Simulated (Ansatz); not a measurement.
Predict the output of the script below (Ansatz 0.2.0, Python API).

The script reads `lubi.vasp`:
```text
LuBi
1.0
   0.00000000    3.10196699    3.10196699
   3.10196699    0.00000000    3.10196699
   3.10196699    3.10196699    0.00000000
Lu Bi
1 1
Direct
   0.50000000    0.50000000    0.50000000
   0.00000000    0.00000000    0.00000000
```

Script `lubi.py`:
```python
"""A surface of LuBi: energy and work function."""

import warnings

import ansatz
from ase.build import surface
from ase.io import read
import numpy as np


def main() -> None:
    warnings.simplefilter("ignore", ansatz.DeckWarning)

    atoms = read("lubi.vasp", format="vasp")
    # Miller indices count the vectors of the cell as typed
    slab = surface(atoms, (1, 1, 0), 4, vacuum=6.0)
    slab.pbc = (True, True, False)

    print(slab.get_chemical_formula(), "area {:.3f} A^2, cell height {:.2f} A".format(np.linalg.norm(np.cross(slab.cell[0], slab.cell[1])), slab.cell[2, 2]))


    def common(structure):
        return (
            ansatz.Crystal.from_ase(structure).calculation()
            .functional("lda")
            .basis(450)
            .occupations(ansatz.OccupationsMethod.GAUSSIAN, width=0.1)
        )


    model = common(slab)
    model = model.kpoints(4, 4, 1)
    model = model.relax(force_tolerance=0.03, max_steps=30)
    out = model.run()
    report = out.report

    print(f"slab free energy {report['free_energy_ev']:.4f} eV, Fermi level {report['fermi_energy_ev']:.3f} eV")

    # surface energy from the bulk energy at the same settings
    bulk = common(atoms).kpoints(6, 6, 6).run().report
    excess = report["free_energy_ev"] - bulk["free_energy_ev"] * len(slab) / len(atoms)
    area = np.linalg.norm(np.cross(slab.cell[0], slab.cell[1]))
    print(f"mean surface energy {excess / (2 * area) * 16.02177:.3f} J/m^2 ({1000 * excess / (2 * area):.1f} meV/A^2)")

    print("atom   z before  z after (A)")
    for atom, site in zip(slab, out.lattice.sites):
        print(f"{atom.symbol:3s} {atom.z:9.3f} {site.position_ang[2]:9.3f}")


if __name__ == "__main__":
    main()
```

```console
$ python lubi.py
Bi4Lu4 area 19.244 A^2, cell height 21.31 A
slab free energy -106319.8813 eV, Fermi level -4.254 eV
mean surface energy 0.663 J/m^2 (41.4 meV/A^2)
atom   z before  z after (A)
Lu      6.000     6.293
Bi      6.000     6.000
Lu      9.102     9.079
Bi      9.102     9.221
Lu     12.204    12.226
Bi     12.204    12.085
Lu     15.306    15.013
Bi     15.306    15.306
```

Absolute energies stand on the zero of these potentials, so only differences at equal settings mean something. A total without «per atom» is that of the cell as typed. For a metal this k-point mesh is coarse: on a finer one energies can move by several to tens of meV an atom and pressures by half a GPa or more, differences at one mesh by less. The relaxation stopped at 0.020 eV/Å, so the energy gained is a lower bound and displacements are uncertain. An absolute Fermi energy rests on an arbitrary zero of the periodic potential and has no direct meaning. Spin-orbit coupling, which matters for elements this heavy, is left out. This cell is a computed structure, which may not be the phase found in nature. The slab is thin and cut from the structure as given; a cut can leave two unlike or polar faces, and the surface energy is then their mean. Miller indices refer to the vectors of the cell as typed, and the lattice isn't relaxed for this functional, so relaxation and surface energy can hold strain. The script silences the warnings on its input, which a real study should read. Timing: 2.6 min on 1 thread of Intel(R) Xeon(R) Processor @ 2.30GHz, on a shared host, peak memory 1.4 GiB.
